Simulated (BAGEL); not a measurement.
**AlH2SOF (SMILES [OH][Al]([F])[SH]): HF/6-31G(d) (density fitting with qzvpp-jkfit, spherical functions)**

Aim: the vertical singlet–triplet gap of AlH2SOF at HF/6-31G* (density fitting with qzvpp-jkfit, spherical functions), from 2 runs. 

The results are computed with BAGEL 1.2.2.

## Step 1: The system as given

AlH2SOF has 6 atoms, charge 0, and is taken as a singlet. As SMILES, `[OH][Al]([F])[SH]`. The shape is that of a PBE0-D4/def2-TZVP optimisation. This is one conformer, not always the lowest.

Bond lengths: O1–Al2 1.679 Å, Al2–F3 1.641 Å, Al2–S4 2.167 Å, O1–H5 0.955 Å, S4–H6 1.345 Å. Angles: O1–Al2–F3 118.1°, O1–Al2–S4 123.1°, F3–Al2–S4 118.8°, Al2–O1–H5 125.1°, Al2–S4–H6 92.0°.

## Step 2: The energy at HF/6-31G(d) (density fitting with qzvpp-jkfit, spherical functions)

The input, hf.json:

```json
{ "bagel": [

{
  "title": "molecule",
  "basis": "6-31gs.json",
  "df_basis": "qzvpp-jkfit",
  "angstrom": true,
  "geometry": [
    { "atom": "O", "xyz": [       1.399600,      -0.456300,      -1.028900 ] },
    { "atom": "Al", "xyz": [       0.238600,      -0.260800,       0.168100 ] },
    { "atom": "F", "xyz": [       0.421300,      -1.101000,       1.565700 ] },
    { "atom": "S", "xyz": [      -1.478600,       1.043100,      -0.050300 ] },
    { "atom": "H", "xyz": [       1.392200,      -0.019300,      -1.877900 ] },
    { "atom": "H", "xyz": [      -1.931000,       0.730400,       1.177100 ] }
  ]
},

{
  "title": "hf"
},

{
  "title": "print",
  "file": "orbitals.molden",
  "orbitals": true
}

]}
```

The basis set 6-31G* is read from a file made from the Basis Set Exchange's data (not shown).

Launch:

```
$ BAGEL_NUM_THREADS=1 BAGEL hf.json > hf.out
```

Log:

```text
* using 1 threads per process

  ===============================================================
  ===============================================================

  *** Geometry ***

  { "atom" : "O", "xyz" : [      2.644861,     -0.862282,     -1.944339 ] },
  { "atom" : "Al", "xyz" : [      0.450889,     -0.492841,      0.317663 ] },
  { "atom" : "F", "xyz" : [      0.796142,     -2.080588,      2.958744 ] },
  { "atom" : "S", "xyz" : [     -2.794149,      1.971173,     -0.095053 ] },
  { "atom" : "H", "xyz" : [      2.630877,     -0.036472,     -3.548717 ] },
  { "atom" : "H", "xyz" : [     -3.649061,      1.380256,      2.224397 ] },

  Number of auxiliary basis functions:      446

  Since a DF basis is specified, we compute 2- and 3-index integrals:
    o Being stored without compression. Storage requirement is 0.016 GB

  Number of basis functions:       68
  Number of electrons      :       48

    * METHOD: MOLECULE                             0.19

  *** RHF ***

  === Nuclear Repulsion ===
   200.4958306349

      * DIIS with orbital gradients will be used.

  === RHF iteration (6-31gs.json) ===
      0       -814.75938862          0.02833233           0.05
      1       -814.93377065          0.01910548           0.04
      2       -815.05149883          0.00136507           0.05
      3       -815.05278993          0.00033860           0.05
      4       -815.05286779          0.00013160           0.04
      5       -815.05287931          0.00003712           0.04
      6       -815.05288067          0.00001064           0.04
      7       -815.05288083          0.00000219           0.04
      8       -815.05288083          0.00000065           0.04
      9       -815.05288084          0.00000025           0.04
     10       -815.05288084          0.00000009           0.04
     11       -815.05288084          0.00000003           0.04
     12       -815.05288084          0.00000001           0.05
     13       -815.05288084          0.00000000           0.05
    * SCF iteration converged.

    * Permanent dipole moment:
           (    0.143314,    -0.320030,     0.433791) a.u.

    * METHOD: HF                                   0.76

    * METHOD: PRINT                                0.01

  ===============================================================
```

Run time: 1.1 s. Hardware: 1 thread of Arm Neoverse V1, shared host; peak memory 0.093 GiB.

## Step 3: The triplet at the same level

The input, input.json:

```json
{ "bagel": [

{
  "title": "molecule",
  "basis": "6-31gs.json",
  "df_basis": "qzvpp-jkfit",
  "angstrom": true,
  "geometry": [
    { "atom": "O", "xyz": [    1.399600,   -0.456300,   -1.028900 ] },
    { "atom": "Al", "xyz": [    0.238600,   -0.260800,    0.168100 ] },
    { "atom": "F", "xyz": [    0.421300,   -1.101000,    1.565700 ] },
    { "atom": "S", "xyz": [   -1.478600,    1.043100,   -0.050300 ] },
    { "atom": "H", "xyz": [    1.392200,   -0.019300,   -1.877900 ] },
    { "atom": "H", "xyz": [   -1.931000,    0.730400,    1.177100 ] }
  ]
},
{
  "title": "uhf",
  "nopen": 2
},
{
  "title": "print",
  "file": "orbitals.molden",
  "orbitals": true
}

]}
```

The basis set 6-31G* is read from a file made from the Basis Set Exchange's data (not shown).

Launch:

```
$ BAGEL_NUM_THREADS=1 BAGEL input.json > input.out
```

Log:

```text
* using 1 threads per process

  ===============================================================
  ===============================================================

  *** Geometry ***

  { "atom" : "O", "xyz" : [      2.644861,     -0.862282,     -1.944339 ] },
  { "atom" : "Al", "xyz" : [      0.450889,     -0.492841,      0.317663 ] },
  { "atom" : "F", "xyz" : [      0.796142,     -2.080588,      2.958744 ] },
  { "atom" : "S", "xyz" : [     -2.794149,      1.971173,     -0.095053 ] },
  { "atom" : "H", "xyz" : [      2.630877,     -0.036472,     -3.548717 ] },
  { "atom" : "H", "xyz" : [     -3.649061,      1.380256,      2.224397 ] },

  Number of auxiliary basis functions:      446

  Since a DF basis is specified, we compute 2- and 3-index integrals:
    o Being stored without compression. Storage requirement is 0.016 GB

  Number of basis functions:       68
  Number of electrons      :       48

    * METHOD: MOLECULE                             0.19

  *** Open-shell HF ***

  === Nuclear Repulsion ===
   200.4958306349

      * DIIS with orbital gradients will be used.

  === UHF iteration (6-31gs.json) ===
      0       -814.43204931          0.06055457           0.09
      1       -814.56791594          0.05265555           0.09
      2       -814.69362423          0.03917243           0.09
      3       -814.83108373          0.00275644           0.09
      4       -814.83589645          0.00128371           0.09
      5       -814.83715406          0.00064849           0.09
      6       -814.83750095          0.00027930           0.09
      7       -814.83768295          0.00013550           0.09
      8       -814.83776474          0.00010833           0.09
      9       -814.83786437          0.00008712           0.09
     10       -814.83794712          0.00007275           0.09
     11       -814.83805607          0.00005414           0.09
     12       -814.83808661          0.00003613           0.09
     13       -814.83810690          0.00002161           0.09
     14       -814.83811178          0.00000723           0.09
     15       -814.83811249          0.00000514           0.09
     16       -814.83811270          0.00000288           0.09
     17       -814.83811281          0.00000207           0.09
     18       -814.83811284          0.00000126           0.09
     19       -814.83811285          0.00000105           0.09
     20       -814.83811287          0.00000074           0.09
     21       -814.83811288          0.00000039           0.09
     22       -814.83811289          0.00000022           0.09
     23       -814.83811289          0.00000010           0.09
     24       -814.83811289          0.00000007           0.09
     25       -814.83811289          0.00000005           0.09
     26       -814.83811289          0.00000005           0.09
     27       -814.83811289          0.00000005           0.09
     28       -814.83811289          0.00000004           0.09
     29       -814.83811289          0.00000004           0.09
     30       -814.83811289          0.00000003           0.09
     31       -814.83811289          0.00000002           0.09
     32       -814.83811289          0.00000001           0.09
    * SCF iteration converged.

    * S^2 (UHF) is 2.0130

    * Permanent dipole moment:
           (    1.650674,    -1.369309,     0.444412) a.u.

    * METHOD: UHF                                  3.08

    * METHOD: PRINT                                0.01

  ===============================================================
```

Run time: 3.6 s. Hardware: 1 thread of Arm Neoverse V1, shared host; peak memory 0.093 GiB.

## Step 4: What came out

Level: HF/6-31G* (density fitting with qzvpp-jkfit, spherical functions).

```
                                        quantity          value
                           singlet: total energy  -815.05288 Eh
                          singlet: dipole moment         1.42 D
                            singlet: HOMO energy      -10.83 eV
                            singlet: LUMO energy        2.26 eV
                          singlet: HOMO–LUMO gap       13.09 eV
                           triplet: total energy  -814.83811 Eh
                          triplet: dipole moment         5.57 D
                                   triplet: ⟨S²⟩          2.013
vertical energy of the triplet above the singlet       5.844 eV
```

In words: At this shape the triplet lies 5.84 eV (135 kcal/mol) above the singlet.
